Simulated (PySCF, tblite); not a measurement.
# C4H11OPSi2: geometry, infrared bands and NMR shifts

Wanted: the infrared bands and NMR shifts of C4H11OPSi2 (`CC(=O)/C=C/[Si@H]([SiH3])P`), by calculation.

Computed with tblite 0.8.0 and PySCF 2.14.0, with density-fitted response routines of our own, on a single molecule in the gas phase. Atoms count from 0, in the outputs and in this text.

**1. Starting geometry**

19 atoms, charge 0, multiplicity 1; geometry from: force field or distance geometry start.

Bonds of the start (Å): C0–C1 1.51, C1–O2 1.24, C1–C3 1.49, C3–C4 1.35, C4–Si5 1.84, Si5–Si6 2.30, Si5–P7 2.22, C0–H8 1.09, C0–H9 1.09, C0–H10 1.09, C3–H11 1.08, C4–H12 1.09, Si5–H13 1.49, Si6–H14 1.49, Si6–H15 1.49, Si6–H16 1.49, P7–H17 1.42, P7–H18 1.42.

**2. Optimising the geometry with GFN2-xTB**

The job: settings as JSON, then the geometry in Å.

```
{"job": {"kind": "relax", "xc": "GFN2-xTB", "basis": "xTB"}, "charge": 0, "multiplicity": 1}
C      3.793400     0.083700    -0.694000
C      2.583800     0.212100     0.203100
O      2.723700     0.350900     1.430000
C      1.242000     0.180000    -0.441700
C      0.127300     0.214400     0.321700
Si    -1.590600     0.179100    -0.332300
Si    -3.132700     0.748300     1.281600
P     -1.925200    -1.879500    -1.096500
H      4.539800    -0.552300    -0.212900
H      3.509300    -0.377100    -1.641600
H      4.198000     1.078300    -0.879100
H      1.216400     0.102100    -1.514100
H      0.201600     0.279500     1.407300
H     -1.680100     1.092800    -1.500400
H     -3.044500    -0.184600     2.438300
H     -2.906100     2.130700     1.791300
H     -4.510200     0.665100     0.732500
H     -3.329900    -1.782900    -1.293800
H     -2.025800    -2.531400     0.157900
```

Launch:

```console
$ OMP_NUM_THREADS=1 python probes_run.py task.json out
```

The driver reads the jobs from task.json and runs them one after another.

**Question.** This job is followed by: GFN2-xTB harmonic vibrations, gas phase; GIAO PBE0/pcSseg-1 NMR shielding, non-relativistic, gas phase. What will the session give for the following? strongest single infrared mode (GFN2-xTB); zero-point energy (GFN2-xTB); 13C shifts against TMS (PBE0/pcSseg-1); 1H shifts against TMS (PBE0/pcSseg-1, means over atoms taken as alike); 17O shifts against H2O (PBE0/pcSseg-1); 29Si shifts against TMS (PBE0/pcSseg-1); 31P shifts against H3PO4 (PBE0/pcSseg-1).

The runs gave:

| quantity | value |
| --- | --- |
| strongest single infrared mode (GFN2-xTB) | 774 cm⁻¹, 380 km/mol |
| zero-point energy (GFN2-xTB) | 80.0 kcal/mol |
| 13C shifts against TMS (PBE0/pcSseg-1) | 197.5, 150.6, 149.5, 33.7 ppm |
| 1H shifts against TMS (PBE0/pcSseg-1, means over atoms taken as alike) | 7.59, 6.93, 4.70, 3.62, 2.26, 1.09 ppm |
| 17O shifts against H2O (PBE0/pcSseg-1) | 645.7 ppm |
| 29Si shifts against TMS (PBE0/pcSseg-1) | -55.6, -110.2 ppm |
| 31P shifts against H3PO4 (PBE0/pcSseg-1) | -290.2 ppm |

In words: Relaxing lowered the energy by 0.238 eV in 85 steps; the close pair that moved most is C4–Si5, from 1.839 to 1.888 Å. The lowest mode is slightly imaginary (15i cm⁻¹), a soft motion within the noise of the Hessian, so the minimum is not strictly shown. The strongest single mode, at 774 cm⁻¹, has its largest shares on H16, H15 and H14 (the list is cut at 3 atoms). GFN2-xTB is a fitted tight-binding method: band positions and strengths are rough. Its intensities can rank the bands wrongly. C1 (ketone carbonyl carbon) lies farthest downfield among carbon, at 197.5 ppm; the double bond to the heteroatom, with no lone-pair donor beside it, deshields it most. The most deshielded hydrogen is H12 (hydrogen on a β carbon of a C=C–C=O unit), at 7.59 ppm: olefinic region. At PBE0/pcSseg-1: Shielding is most anisotropic at O2 (span 1273 ppm, paramagnetic term -713 ppm).
